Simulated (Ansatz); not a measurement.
# BH5S3Si: the cost of one run

Computed with Ansatz 0.2.0, driven from Python. The levels of theory stand in the script.

**1. The system**

Bond lengths: Si1–B2 1.873 Å, B2–S3 1.882 Å, B2–S4 1.912 Å, S4–S5 2.070 Å, Si1–H6 1.518 Å, Si1–H7 1.480 Å, Si1–H8 1.459 Å, S3–H9 1.438 Å, S5–H10 1.382 Å. Angles: Si1–B2–S3 119.5°, Si1–B2–S4 120.9°, S3–B2–S4 119.6°, B2–Si1–H6 111.4°, B2–Si1–H7 111.7°, B2–Si1–H8 111.3°, H6–Si1–H7 106.7°, H6–Si1–H8 106.0°, H7–Si1–H8 109.6°, B2–S3–H9 89.8°, B2–S4–S5 92.9°, S4–S5–H10 91.5°.

Input file bh5s3si.xyz:

```xyz
10

Si   -1.59170    0.49850   -0.00100
B    -0.12080   -0.65840   -0.07290
S     0.47640   -1.29420   -1.74000
S     0.81090   -1.16410    1.51870
S     2.09000    0.46010    1.41370
H    -1.32900    1.77580   -0.77880
H    -1.90070    0.90300    1.38820
H    -2.77110   -0.10710   -0.60940
H     1.39380   -0.19040   -1.82610
H     3.02540   -0.27440    0.71040
```

**2. The code**

Input file methods_bh5s3si.py:

```python
# -*- coding: utf-8 -*-
"""BH5S3Si at several levels of theory."""

from pathlib import Path

import ansatz as az
import numpy as np


def main():
    mol = az.Crystal.molecule_from_extxyz("bh5s3si.xyz")

    calc = mol.calculation().basis(gaussian="def2-SVP")

    print("functional    E (Ha)        dipole (D)   HOMO (eV)  LUMO (eV)")
    for name in ["hse06", "hf", "lda", "b3lyp", "r2scan", "pbe"]:
        summary = calc.functional(name).forces().orbitals().run(runs_dir="runs").report
        lines = Path(summary["orbitals_path"]).read_text().splitlines()
        field_of = lambda key: [line.split("=")[1].strip() for line in lines if line.startswith(key)]
        orbitals = [(27.211386 * float(e), s, float(n)) for e, s, n in zip(field_of("Ene="), field_of("Spin="), field_of("Occup="))]
        homo = max(e for e, _, n in orbitals if n > 0.5)
        lumo = min(e for e, _, n in orbitals if n < 0.5)
        dipole = 4.803205 * np.linalg.norm(summary["charge_distribution"]["dipole_moment_e_ang"])
        print(f"{name:10s} {summary['free_energy_ev'] / 27.211386246:14.6f} {dipole:9.3f} {homo:11.3f} {lumo:10.3f}")


if __name__ == "__main__":
    main()
```

**3. The run**

Started as:

```sh
$ python methods_bh5s3si.py
```

Q: Estimate wall time and peak memory on 1 thread of Arm Neoverse V2, shared host.

About 27 s, with a peak of 0.33 GiB.
